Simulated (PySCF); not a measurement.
# BGeH3O2 (SMILES [OH][GeH]1[BH][O]1): levels of theory compared

Aim: a comparison of 5 runs (HF/3-21G, B3LYP/6-31G*, PBE0/def2-SVP, TPSS/def2-SVPD, CCSD(T)/def2-SVP) of BGeH3O2. The job is set up through a Python script.

The calculation is run with PySCF 2.14.0.

**1. Starting point**

BGeH3O2 has 7 atoms, charge 0, and is taken as a singlet. As SMILES, `[OH][GeH]1[BH][O]1`. Geometry: relaxed at PBE0-D4/def2-TZVP. This is one conformer, not always the lowest.

Bond lengths: O1–Ge2 1.774 Å, Ge2–B3 2.048 Å, B3–O4 1.281 Å, O1–H5 0.961 Å, Ge2–H6 1.546 Å, B3–H7 1.189 Å. Angles: O1–Ge2–B3 115.8°, Ge2–B3–O4 72.5°, O1–Ge2–H6 106.5°, B3–Ge2–H6 122.8°, Ge2–O1–H5 113.2°, Ge2–B3–H7 144.8°, O4–B3–H7 142.7°. A long bond or contact: Ge2–O4 2.062 Å.

**2. Energy and gradient at HF/3-21G (run 1)**

Input file calc.py:

```python
from pyscf import gto, scf

mol = gto.M(
    atom='''
O   -1.032900   0.637400  -1.356400
Ge   0.139800   0.694900  -0.026600
B    1.175000  -1.036700   0.324400
O    0.025200  -1.156100   0.875300
H   -1.920500   0.890000  -1.089800
H   -0.518100   1.520500   1.103400
H    2.192600  -1.618000   0.124000
''',
    basis='3-21g',
    max_memory=1860,
    verbose=4,
    charge=0,
)

calc0 = scf.RHF(mol)
calc0.conv_tol = 1e-10
calc0.kernel()
if not calc0.converged:
    calc0 = calc0.newton().run(calc0.mo_coeff, calc0.mo_occ)

e_tot = calc0.e_tot
print('E = %.10f Eh' % e_tot)
grad = calc0.nuc_grad_method().kernel()
calc0.analyze()
```

Launch:

```
$ OMP_NUM_THREADS=1 python calc.py
```

What it wrote:

```text
PySCF version 2.14.0

[... 81 lines left out ...]
Total Energy =                       -2240.548119618920737
[... 7 lines left out ...]
MO #1   energy= -402.745195757099  occ= 2
[... 5 lines left out ...]
MO #7   energy= -20.4479710584718  occ= 2
[... 5 lines left out ...]
MO #13  energy= -1.59745294874776  occ= 2
[... 5 lines left out ...]
MO #19  energy= -1.3113837936006   occ= 2
[... 5 lines left out ...]
MO #25  energy= -0.529227408626675 occ= 2
[... 5 lines left out ...]
MO #31  energy= 0.193531008617755  occ= 0
[... 5 lines left out ...]
MO #37  energy= 0.430584574240115  occ= 0
[... 5 lines left out ...]
MO #43  energy= 0.862858908567004  occ= 0
[... 5 lines left out ...]
MO #49  energy= 1.85710642733386   occ= 0
[... 5 lines left out ...]
MO #55  energy= 3.34683732921563   occ= 0
[... 26 lines left out ...]
pop of  1 Ge 5py          0.01451
pop of  1 Ge 5pz          0.01424
pop of  1 Ge 3dxy         1.99619
pop of  1 Ge 3dyz         1.99803
pop of  1 Ge 3dz^2        1.99783
pop of  1 Ge 3dxz         1.99502
pop of  1 Ge 3dx2-y2      1.99746
pop of  2 B 1s            1.99956
pop of  2 B 2s            0.84600
pop of  2 B 3s            0.00761
pop of  2 B 2px           0.78077
pop of  2 B 2py           0.68667
pop of  2 B 2pz           0.48846
pop of  2 B 3px           0.02025
pop of  2 B 3py           0.00481
pop of  2 B 3pz           0.00627
pop of  3 O 1s            1.99980
pop of  3 O 2s            1.65031
pop of  3 O 3s            0.00304
pop of  3 O 2px           1.63368
pop of  3 O 2py           1.63028
pop of  3 O 2pz           1.55738
pop of  3 O 3px           0.00041
pop of  3 O 3py           0.00332
pop of  3 O 3pz           0.00129
pop of  4 H 1s            0.69698
pop of  4 H 2s            0.01113
pop of  5 H 1s            1.10970
pop of  5 H 2s            0.00158
pop of  6 H 1s            0.97615
pop of  6 H 2s            0.00704
 ** Mulliken atomic charges  **
charge of    0O =     -0.66383
charge of    1Ge =      0.78629
charge of    2B =      0.15962
charge of    3O =     -0.47950
charge of    4H =      0.29189
charge of    5H =     -0.11128
charge of    6H =      0.01682
Dipole moment(X, Y, Z, Debye):  0.52875,  2.06432,  0.48175
```

Wall time 4.8 s (1 thread of Intel Xeon at 2.50GHz (Skylake/Cascade Lake), shared host); peak memory 0.13 GiB.

**3. Energy and gradient at B3LYP/6-31G(d) (spherical functions) (run 2)**

Input file run.py:

```python
from pyscf import gto, dft

mol = gto.Mole()
mol.atom = [
    ('O', (-1.032900, 0.637400, -1.356400)),
    ('Ge', (0.139800, 0.694900, -0.026600)),
    ('B', (1.175000, -1.036700, 0.324400)),
    ('O', (0.025200, -1.156100, 0.875300)),
    ('H', (-1.920500, 0.890000, -1.089800)),
    ('H', (-0.518100, 1.520500, 1.103400)),
    ('H', (2.192600, -1.618000, 0.124000)),
]
mol.max_memory = 1860
mol.verbose = 3
mol.charge = 0
mol.spin = 0
mol.basis = '6-31g*'
mol.build()

ks = dft.RKS(mol)
ks.xc = 'b3lyp'
ks.conv_tol = 1e-10
ks.grids.level = 5
ks.kernel()
if not ks.converged:
    ks = ks.newton().run(ks.mo_coeff, ks.mo_occ)

e_tot = ks.e_tot
print(f'total energy: {e_tot:.8f} hartree')
grad = ks.nuc_grad_method().kernel()
ks.analyze()
```

Launch:

```
$ OMP_NUM_THREADS=1 python run.py
```

What it wrote:

```text
converged SCF energy = -2253.88887516413
total energy: -2253.88887516 hartree
--------------- RKS gradients ---------------
         x                y                z
0 O    -0.0012473955     0.0025939905     0.0125564772
1 Ge    -0.0076259605    -0.0091855712    -0.0000429334
2 B    -0.0049012498     0.0036844406     0.0004422435
3 O     0.0033414543     0.0071458702    -0.0052961686
4 H     0.0083176783    -0.0022600872    -0.0037541098
5 H     0.0021355398    -0.0019383588    -0.0038582931
6 H    -0.0000197847    -0.0000429838    -0.0000431342
----------------------------------------------
**** MO energy ****
MO #1   energy= -398.752177925062  occ= 2
MO #2   energy= -49.8279602668326  occ= 2
MO #3   energy= -44.3532678930836  occ= 2
MO #4   energy= -44.3511181311192  occ= 2
MO #5   energy= -44.3502233141196  occ= 2
MO #6   energy= -19.165640397718   occ= 2
MO #7   energy= -19.147804799662   occ= 2
MO #8   energy= -6.80262034413912  occ= 2
MO #9   energy= -6.25921074652427  occ= 2
MO #10  energy= -4.43410211486835  occ= 2
MO #11  energy= -4.42890922269432  occ= 2
MO #12  energy= -4.42494039498064  occ= 2
MO #13  energy= -1.24030582669302  occ= 2
MO #14  energy= -1.23572557362451  occ= 2
MO #15  energy= -1.23250634605098  occ= 2
MO #16  energy= -1.23110071677991  occ= 2
MO #17  energy= -1.22724241823258  occ= 2
MO #18  energy= -1.0096705331627   occ= 2
MO #19  energy= -0.985270171539996 occ= 2
MO #20  energy= -0.563897887950299 occ= 2
MO #21  energy= -0.484758617843162 occ= 2
MO #22  energy= -0.473684440029761 occ= 2
MO #23  energy= -0.427820777360834 occ= 2
MO #24  energy= -0.395463237688094 occ= 2
MO #25  energy= -0.37721538936597  occ= 2
MO #26  energy= -0.334292608656636 occ= 2
MO #27  energy= -0.317501670358709 occ= 2
MO #28  energy= -0.249022604779107 occ= 2
MO #29  energy= -0.0457188734524681 occ= 0
MO #30  energy= -0.0267228312985277 occ= 0
MO #31  energy= 0.0298746951077513 occ= 0
MO #32  energy= 0.0456901772286047 occ= 0
MO #33  energy= 0.100606953943966  occ= 0
MO #34  energy= 0.12449903513705   occ= 0
MO #35  energy= 0.148203339345137  occ= 0
MO #36  energy= 0.184674175437886  occ= 0
MO #37  energy= 0.188219856216619  occ= 0
MO #38  energy= 0.206165971191206  occ= 0
MO #39  energy= 0.247428776295275  occ= 0
MO #40  energy= 0.306735403963002  occ= 0
MO #41  energy= 0.422046583228369  occ= 0
MO #42  energy= 0.449079568323462  occ= 0
MO #43  energy= 0.490925529966409  occ= 0
MO #44  energy= 0.553019204718639  occ= 0
MO #45  energy= 0.56903122660662   occ= 0
MO #46  energy= 0.612868209929206  occ= 0
MO #47  energy= 0.634214752578848  occ= 0
MO #48  energy= 0.686436912708661  occ= 0
MO #49  energy= 0.800192429806935  occ= 0
MO #50  energy= 0.880395660859922  occ= 0
MO #51  energy= 0.899808766996057  occ= 0
MO #52  energy= 0.953948145341305  occ= 0
MO #53  energy= 0.971353765130395  occ= 0
MO #54  energy= 1.00481657037434   occ= 0
MO #55  energy= 1.04796476358949   occ= 0
MO #56  energy= 1.09636365395629   occ= 0
MO #57  energy= 1.12940573388708   occ= 0
MO #58  energy= 1.15873714297682   occ= 0
MO #59  energy= 1.28238295039102   occ= 0
MO #60  energy= 1.37748217400343   occ= 0
MO #61  energy= 1.39487230647502   occ= 0
MO #62  energy= 1.48413750989225   occ= 0
MO #63  energy= 1.66943675576765   occ= 0
MO #64  energy= 1.69219565118318   occ= 0
MO #65  energy= 1.76079048012643   occ= 0
MO #66  energy= 1.82340548689312   occ= 0
MO #67  energy= 1.86018663606694   occ= 0
MO #68  energy= 1.91574492635149   occ= 0
MO #69  energy= 1.96839728566943   occ= 0
MO #70  energy= 2.05251137114459   occ= 0
MO #71  energy= 2.31531644284678   occ= 0
MO #72  energy= 2.33702079963713   occ= 0
MO #73  energy= 2.4449640789604    occ= 0
MO #74  energy= 2.47765243918107   occ= 0
MO #75  energy= 2.94602078649126   occ= 0
MO #76  energy= 3.33604222076335   occ= 0
MO #77  energy= 3.36502049391782   occ= 0
MO #78  energy= 3.42632304151795   occ= 0
MO #79  energy= 3.47351220632147   occ= 0
MO #80  energy= 3.51497099749315   occ= 0
 ** Mulliken atomic charges  **
charge of    0O =     -0.65447
charge of    1Ge =      0.62868
charge of    2B =      0.13372
charge of    3O =     -0.41587
charge of    4H =      0.32273
charge of    5H =     -0.05139
charge of    6H =      0.03661
Dipole moment(X, Y, Z, Debye):  0.12769,  1.28008,  0.55433
```

It took 64 s on 1 thread of Intel Xeon at 2.50GHz (Skylake/Cascade Lake), shared host; peak memory 0.78 GiB.

Runs 3 to 4 aren't shown in full; the table further down has their settings and results.

**4. The energy at CCSD(T)/def2-SVP (run 5)**

Input file input.py:

```python
# [OH][GeH]1[BH][O]1
from pyscf import gto, cc

molecule = gto.M(
    atom='''
O     -1.951898     1.204511    -2.563225
Ge     0.264184     1.313171    -0.050267
B      2.220428    -1.959079     0.613027
O      0.047621    -2.184712     1.654077
H     -3.629219     1.681856    -2.059424
H     -0.979067     2.873329     2.085124
H      4.143414    -3.057577     0.234326
''',
    verbose=4,
    max_memory=1860,
    unit='bohr',
    basis='def2-svp',
)

mf = molecule.RHF()
mf.conv_tol = 1e-10
mf.kernel()
if not mf.converged:
    mf = mf.newton().run(mf.mo_coeff, mf.mo_occ)

mycc = cc.CCSD(mf, frozen=12)
mycc.kernel()
e_t = mycc.ccsd_t()
e_final = mycc.e_tot + e_t
print('E = %.10f Eh' % e_final)
dip = mf.dip_moment()
pop, q = mf.mulliken_pop()
```

Launch:

```
$ OMP_NUM_THREADS=1 python input.py
```

What it wrote:

```text
PySCF version 2.14.0

[... 67 lines left out ...]
converged SCF energy = -2251.13896378165
[... 12 lines left out ...]
Init t2, MP2 energy = -2251.82539788772  E_corr(MP2) -0.686434106067093
[... 14 lines left out ...]
CCSD converged
[... 3 lines left out ...]
Dipole moment(X, Y, Z, Debye):  0.63808,  1.90258,  0.36896
[... 58 lines left out ...]
pop of  2 B 3dz^2         0.01909
pop of  2 B 3dxz          0.03377
pop of  2 B 3dx2-y2       0.03912
pop of  3 O 1s            1.99108
pop of  3 O 2s            1.06843
pop of  3 O 3s            0.71225
pop of  3 O 2px           0.96359
pop of  3 O 2py           0.92899
pop of  3 O 2pz           0.89787
pop of  3 O 3px           0.49450
pop of  3 O 3py           0.68492
pop of  3 O 3pz           0.65026
pop of  3 O 3dxy          0.00252
pop of  3 O 3dyz          0.00150
pop of  3 O 3dz^2         0.00241
pop of  3 O 3dxz          0.00396
pop of  3 O 3dx2-y2       0.00396
pop of  4 H 1s            0.66644
pop of  4 H 2s            0.04721
pop of  4 H 2px           0.03591
pop of  4 H 2py           0.01863
pop of  4 H 2pz           0.01702
pop of  5 H 1s            0.71683
pop of  5 H 2s            0.38890
pop of  5 H 2px           0.00286
pop of  5 H 2py           0.00299
pop of  5 H 2pz           0.00625
pop of  6 H 1s            0.74552
pop of  6 H 2s            0.28393
pop of  6 H 2px           0.01117
pop of  6 H 2py           0.00489
pop of  6 H 2pz           0.00126
 ** Mulliken atomic charges  **
charge of    0O =     -0.60133
charge of    1Ge =      0.65669
charge of    2B =      0.30067
charge of    3O =     -0.40623
charge of    4H =      0.21479
charge of    5H =     -0.11783
charge of    6H =     -0.04677
```

Run time: 46 s. Hardware: 1 thread of Intel Xeon at 2.50GHz (Skylake/Cascade Lake), shared host; peak memory 0.48 GiB.

**5. Overview of the runs**

| run | level | integration grid | task | energy (Eh) | dipole moment (D) of the reference | HOMO energy (eV) | LUMO energy (eV) | wall time |
| --- | --- | --- | --- | --- | --- | --- | --- | --- |
| 1 | HF/3-21G | – | gradient | -2240.548120 | 2.18 | -9.44 | 2.13 | 4.8 s |
| 2 | B3LYP/6-31G* (spherical functions) | 5 | gradient | -2253.888875 | 1.40 | -6.78 | -1.24 | 64 s |
| 3 | PBE0/def2-SVP | 5 | gradient | -2253.279252 | 1.51 | -7.04 | -1.12 | 62 s |
| 4 | TPSS/def2-SVPD | 5 | gradient | -2253.764651 | 1.41 | -6.21 | -2.05 | 2.3 min |
| 5 | CCSD(T)/def2-SVP | – | energy | -2251.859945 | 2.04 | -9.58 | 2.02 | 46 s |

**6. Results**

```
                                           quantity           value
                                run 5: total energy  -2251.85994 Eh
        run 5: dipole moment (Hartree–Fock density)          2.04 D
         run 5: HOMO energy (Hartree–Fock orbitals)        -9.58 eV
         run 5: LUMO energy (Hartree–Fock orbitals)         2.02 eV
       run 5: HOMO–LUMO gap (Hartree–Fock orbitals)        11.60 eV
run 5: correlation energy (12 core orbitals frozen)      -721.0 mEh
                              run 5: (T) correction      -22.59 mEh
                               run 5: T1 diagnostic           0.017
```

In words: Over runs 1, 2, 3, 4 the dipole moment (its size) runs from 1.40 D (B3LYP/6-31G*) to 2.18 D (HF/3-21G). The two ends differ in method and basis. Over runs 1, 2, 3, 4 the HOMO–LUMO gap runs from 4.16 eV (TPSS/def2-SVPD) to 11.57 eV (HF/3-21G). Totals of different functionals can't be ranked against each other. All runs together took 5.3 min, the longest 2.3 min.
